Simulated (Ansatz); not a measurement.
This was printed by a script on Ansatz 0.2.0 through its Python package, for a single point from a YAML input of Ag, space group P6_3/mmc. What did the script look like? Settings: LDA, PAW, cutoff 600 eV, 9×9×3 k-points, Fermi-Dirac smearing of 0.1 eV.

`ag.yaml`
```yaml
crystal:
  lattice:
    - [2.8862, 0.0, 0.0]
    - [-1.4431, 2.499523, 0.0]
    - [0.0, 0.0, 10.0]
  atoms:
    - { symbol: Ag, position: [0.333333, 0.666667, 0.25] }
    - { symbol: Ag, position: [0.666667, 0.333333, 0.75] }
    - { symbol: Ag, position: [0.0, 0.0, 0.0] }
    - { symbol: Ag, position: [0.0, 0.0, 0.5] }
kpoints:
  mp_grid: { grid: [9, 9, 3] }
hamiltonian:
  xc: lda
  hubbard: { sites: [{ species: Ag, l: d, u_eff: 4.0 }], double_counting: amf }
scf:
  occupations: { method: fermi_dirac, width: 0.1 }
  initial_density: { chi_scale: 0.3 }
basis:
  ecutwfc: "600 eV"
output:
  stress: true
  eigenvalues: true
```

Running `python yaml_run_ag.py` prints:
```text
free energy      -29832.28574 eV
per atom         -7458.07143 eV
SCF iterations   8  (converged: True)
pressure by term (GPa)
  kinetic                          3119.154
  hartree                          3051.568
  ewald                           -8472.219
  local_pseudopotential            3967.048
  nonlocal_pseudopotential        -1579.332
  augmentation                      404.218
  nlcc                              -50.746
  hubbard                             0.001
  xc                               -451.044
  augmentation_tail                  -0.003
  scf_correction                     -0.009
  pulay_correction                    0.014
  total                             -11.351
cutoffs (eV): 600.0 2400.0  FFT grid: [24, 24, 80]
cell volume 72.141 A^3, 24 symmetry operations
```

One script that gives this output:

`yaml_run_ag.py`
```python
# -*- coding: utf-8 -*-
"""Run a YAML input for Ag from Python."""

import json
import warnings

import ansatz as az
import numpy as np


def main():
    warnings.simplefilter("ignore", az.DeckWarning)

    planned = az.Session.from_deck("ag.yaml").plan(threads=1, pin="off")
    done = planned.execute()
    rep = done.report

    print(f"free energy      {rep['free_energy_ev']:.5f} eV")
    print(f"per atom         {rep['free_energy_ev'] / len(done.lattice.sites):.5f} eV")
    print(f"SCF iterations   {rep['n_iterations']}  (converged: {rep['converged']})")

    # the stress is positive in compression
    print("pressure by term (GPa)")
    for term, tensor in rep["stress_terms_gpa"].items():
        if np.any(tensor):
            print(f"  {term:28s} {np.trace(np.array(tensor)) / 3:12.3f}")
    print(f"  {'total':28s} {np.trace(np.array(rep['stress_gpa'])) / 3:12.3f}")

    used = rep["setup"]
    print("cutoffs (eV):", used["ecut_ev"], used["ecutrho_ev"], " FFT grid:", used["fft_dense"])
    print("cell volume {:.3f} A^3, {} symmetry operations".format(used["cell_volume_ang3"], used["n_sym_ops"]))

    keep = ["free_energy_ev", "energy_sigma0_ev", "fermi_energy_ev", "n_iterations", "converged", "magnetization_mub", "n_kpoints"]
    with open("ag.json", "w") as handle:
        json.dump({key: rep[key] for key in keep}, handle, indent=1)


if __name__ == "__main__":
    main()
```

Reading the output:
- The settings weren't tested for convergence.
- The mesh is modest for a metal, so energies can be off by several to tens of meV an atom and pressures by half a GPa or more; differences at equal mesh fare better.
- A Hubbard U without spin forces both spins into the same orbitals, which can open a gap or pick a state that a spin-polarised run wouldn't.
- Pressure is positive in compression.
- At these settings the cell as given stands under about -11 GPa, so it isn't at this functional's equilibrium volume.
- This isn't the structure that Ag takes at ambient conditions.
- The script silences the warnings on its input, which a real study should read.
- The whole script took 7 s on 1 thread of Arm Neoverse V2, on a shared host, peak memory 0.48 GiB.

(A comment or docstring line of the script was reworded after the run, the code is as it ran; lines on the test bed's own set-up are left out of the output.)
